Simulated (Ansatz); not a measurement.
# C2H8O3Si: the cost of one run

All numbers below are computed with Ansatz 0.2.0 (RKS PBE-D4/6-31G).

## 1. The structure to begin with

Bond lengths: Si1–O2 1.680 Å, O2–C3 1.420 Å, C3–H4 1.110 Å, C3–H5 1.110 Å, C3–H6 1.110 Å, Si1–C7 1.870 Å, C7–H8 1.110 Å, C7–H9 1.110 Å, C7–H10 1.110 Å, Si1–O11 1.679 Å, O11–H12 1.010 Å, Si1–O13 1.679 Å, O13–H14 1.010 Å. Angles (14 of 21 angles, heavy atoms first): Si1–O2–C3 125.0°, O2–Si1–C7 109.4°, O2–Si1–O11 109.5°, O2–Si1–O13 109.5°, C7–Si1–O11 109.5°, C7–Si1–O13 109.5°, O11–Si1–O13 109.5°, O2–C3–H4 109.5°, O2–C3–H5 109.5°, O2–C3–H6 109.5°, Si1–C7–H8 109.5°, Si1–C7–H9 109.5°, Si1–C7–H10 109.5°, Si1–O11–H12 109.5°.

As a file:

```xyz
14

Si    0.0000    0.0000    0.0000
O     0.0000    0.0000    1.6800
C    -1.1112   -0.3437    2.4945
H    -1.8140   -0.9775    1.9143
H    -0.7584   -0.9037    3.3856
H    -1.6313    0.5809    2.8212
C     1.7634    0.0000   -0.6227
H     2.1111   -1.0463   -0.7509
H     1.8119    0.5276   -1.5981
H     2.4154    0.5187    0.1108
O    -0.7913    1.3709   -0.5594
H    -1.7491    1.1401   -0.7818
O    -0.7913   -1.3709   -0.5594
H    -1.2459   -1.8365    0.2129
```

## 2. Relaxing the start

The input, input.yaml:

```yaml
crystal:
  periodic: [false, false, false]
  atoms:
    - { symbol: Si, position_ang: [0.0, 0.0, 0.0] }
    - { symbol: O, position_ang: [0.0, 0.0, 1.68] }
    - { symbol: C, position_ang: [-1.1112, -0.3437, 2.4945] }
    - { symbol: H, position_ang: [-1.814, -0.9775, 1.9143] }
    - { symbol: H, position_ang: [-0.7584, -0.9037, 3.3856] }
    - { symbol: H, position_ang: [-1.6313, 0.5809, 2.8212] }
    - { symbol: C, position_ang: [1.7634, 0.0, -0.6227] }
    - { symbol: H, position_ang: [2.1111, -1.0463, -0.7509] }
    - { symbol: H, position_ang: [1.8119, 0.5276, -1.5981] }
    - { symbol: H, position_ang: [2.4154, 0.5187, 0.1108] }
    - { symbol: O, position_ang: [-0.7913, 1.3709, -0.5594] }
    - { symbol: H, position_ang: [-1.7491, 1.1401, -0.7818] }
    - { symbol: O, position_ang: [-0.7913, -1.3709, -0.5594] }
    - { symbol: H, position_ang: [-1.2459, -1.8365, 0.2129] }
basis:
  gaussian: { orbitals: "6-31G" }
hamiltonian:
  xc: pbe
  dispersion: d4
relax:
  f_tol: 0.02
  max_steps: 40
```

Launch:

```bash
> ansatz run input.yaml --threads 1 --pin off --max-ram 2048MiB --backend cpu --events-out ev --progress --plain --runs-dir out
```

What time and memory should one allow on 1 thread of Arm Neoverse V1, shared host?

About 87 s, with a peak of 0.15 GiB.
